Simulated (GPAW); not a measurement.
Runs of GPAW 26.7.0 on NiMoIrPdW. The structure is trigonal, space group P3m1 (No. 156). Conventional cell: a = 2.761 Å, b = 2.761 Å, c = 11.341 Å, α = 90.00°, β = 90.00°, γ = 120.00°. Ni (site symmetry 3m) is surrounded by 3 W at 2.59 Å and 3 Pd at 2.68 Å and 6 Ni at 2.76 Å. Around Mo (site symmetry 3m) lie 3 Ir at 2.66 Å and 1 W at 2.66 Å and 6 Mo at 2.76 Å. Pd (site symmetry 3m) is surrounded by 3 Ni at 2.68 Å and 6 Pd at 2.76 Å and 3 Ir at 2.84 Å. Around Ir (site symmetry 3m) lie 3 Mo at 2.66 Å and 6 Ir at 2.76 Å and 3 Pd at 2.84 Å. W (site symmetry 3m) is surrounded by 3 Ni at 2.59 Å and 1 Mo at 2.66 Å and 6 W at 2.76 Å. The cell was built by a generator and needn't be a form met in nature.

| task | level | potentials or basis | spin | k mesh | ranks | band path | band points | eigensolver | mesh quality | gap on the mesh (eV) | pressure (GPa) | moment (μB) | largest force (eV/Å) |
| --- | --- | --- | --- | --- | --- | --- | --- | --- | --- | --- | --- | --- | --- |
| band structure | RPBE | the program's PAW data sets (release 1.2.1) made for this functional, pw | collinear, ferromagnetic start | 8 × 8 × 2 | 8 | GMKGALHA,LM,KH | 80 | - | not flagged | - | 4.2 | 0.00 | 0.33 |
| band structure | BLYP | PAW data sets generated in the run's folder for this functional, pw | collinear, ferromagnetic start | 8 × 8 × 2 | 8 | GMKGALHA,LM,KH | 80 | davidson | not flagged | - | 10.0 | 0.00 | (b) |
| band structure | revPBE | the program's PAW data sets (release 1.2.1) made for this functional, pw | collinear, ferromagnetic start | 8 × 8 × 2 | 8 | GMKGALHA,LM,KH | 80 | - | not flagged | - | 3.0 | 0.00 | 0.31 |
| band structure | AM05 | PAW data sets generated in the run's folder for this functional, pw | collinear, ferromagnetic start | 8 × 8 × 2 | 8 | GMKGALHA,LM,KH | 80 | - | not flagged | - | -10.1 | 0.00 | 0.16 |
| band structure | PBEsol | PAW data sets generated in the run's folder for this functional, pw | collinear, ferromagnetic start | 8 × 8 × 2 | 8 | GMKGALHA,LM,KH | 80 | - | not flagged | - | (a) | 0.00 | 0.18 |
| single point | vdW-DF2 | GPAW PAW data sets (gpaw-data 1.2.1), pw | collinear, ferromagnetic start | 6 × 6 × 2 | - | - | - | - | coarse | none | - | 0.46 | 0.62 |
| band structure | LDA | the program's PAW data sets (release 1.2.1) made for this functional, pw | collinear, ferromagnetic start | 8 × 8 × 2 | 8 | GMKGALHA,LM,KH | 80 | - | not flagged | - | -14.6 | 0.00 | 0.26 |
| single point | LDA | the program's PAW data sets (release 1.2.1) made for this functional, pw | non-collinear, ferromagnetic start, SOC | 5 × 5 × 1 | 8 | - | - | - | coarse | none | - | 0.00 | 0.54 |

Alike in all rows: cell as given; cutoff (eV) 600; smearing fermi-dirac 0.05 eV.

Problem. Estimate the missing entries.

Solution. (a) -8.8; (b) 0.45.

Caveats: some runs use coarse meshes; the stock nickel data set gives pressures a few GPa off other programs; spin-orbit coupling is left out, which moves the levels of the heavy elements (some runs); the PAW data sets were made with another functional, which shifts forces and pressure a little (some runs); this program's spin-orbit splittings come out too wide for heavy elements (some runs).

A k mesh can miss the band edges, and rows without SOC leave out spin-orbit coupling on Ir, Mo, Pd, W.

A gap of «none» marks a metal or a gap under the smearing width.

Runs at the PBE level aren't shown here.
